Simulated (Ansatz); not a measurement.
**HfCH2+ (quartet): from Hartree-Fock to the top rungs at a displaced geometry (v2), def2-SVP**

One table from this session's results is given with a row withheld; the runs are named, their logs left out.

The runs use Ansatz 0.2.0, Gaussian basis; def2-SVP, core rule «outside noble gas», up to 5 orbitals frozen.

The runs, in order: UHF; CCSD(T) on ROHF; CCSD(T) on UHF; CISD; CCSDT(Q) on ROHF; CCSDT(Q) on UHF.

18 further runs of the same task are left out: 6 that didn't finish, 12 set aside as unsound or not needed.

### The geometry

The geometry is a PBE0/def2-TZVP stationary point (not a proven minimum) with its atoms shifted at random (size 0.100 Å). No spin-orbit coupling is included. Elements past krypton take def2 core potentials.

4 atoms, charge 1, spin multiplicity 4.

Atoms are counted from 1 here; the program's logs count them from 0.

Bond lengths: Hf1–C2 2.093 Å, C2–H3 1.074 Å, C2–H4 1.173 Å. Angles: Hf1–C2–H3 124.8°, Hf1–C2–H4 119.7°, H3–C2–H4 112.9°.

Set-up of the first run:

File in.yaml:

```yaml
crystal:
  periodic: [false, false, false]
  atoms:
    - {symbol: Hf, position_ang: [0.010775, 0.000019, 0.158364]}
    - {symbol: C, position_ang: [-0.154099, 0.008393, -1.927749]}
    - {symbol: H, position_ang: [-0.077479, 0.884173, -2.545333]}
    - {symbol: H, position_ang: [0.005630, -0.987505, -2.527119]}
basis:
  gaussian: {orbitals: def2-SVP}
total_charge: 1
magnetization: {spin_polarized: true, initial_magnetization: 3}
hamiltonian: {xc: hf}
output: {orbitals: {seedname: orbitals}}
```

Run with:

```bash
$ ansatz run in.yaml --threads 1 --pin off --events-out ev --progress --plain --max-ram 2393MiB
```

Among the steps run: UHF; CCSD(T) on ROHF; CCSD(T) on UHF; CISD; CCSDT(Q) on ROHF; CCSDT(Q) on UHF.

One table of the session follows, with a row left open; its other results are not shown here.

| method | from RCCSDT(Q) (meV) |
| --- | --- |
| ROHF | +4900.4 |
| UHF | +4754.6 |
| RMP2 | +762.5 |
| UMP2 | +703.7 |
| RCCSD | +181.8 |
| UCCSD | +114.7 |
| RCCSD(T) | +29.0 |
| UCCSD(T) | -36.2 |
| RCCSDT | ? |
| UCCSDT | -58.4 |
| RCCSDT(Q) | 0 |
| UCCSDT(Q) | -67.1 |

Estimate the missing values for RCCSDT.

The run gave: from RCCSDT(Q) (meV): +7.5. In the column «from RCCSDT(Q) (meV)» it lies between RCCSDT(Q) (0) and RCCSD(T) (+29.0).

Not comparable, so not listed: CISD (they don't share determinant, frozen orbitals or solution with the rows shown, or repeat one).

Caveats from the session: Restricted and unrestricted rows rest on different reference determinants; where their highest levels disagree by more than a few hundredths of an eV, they describe different states and don't form one ladder.
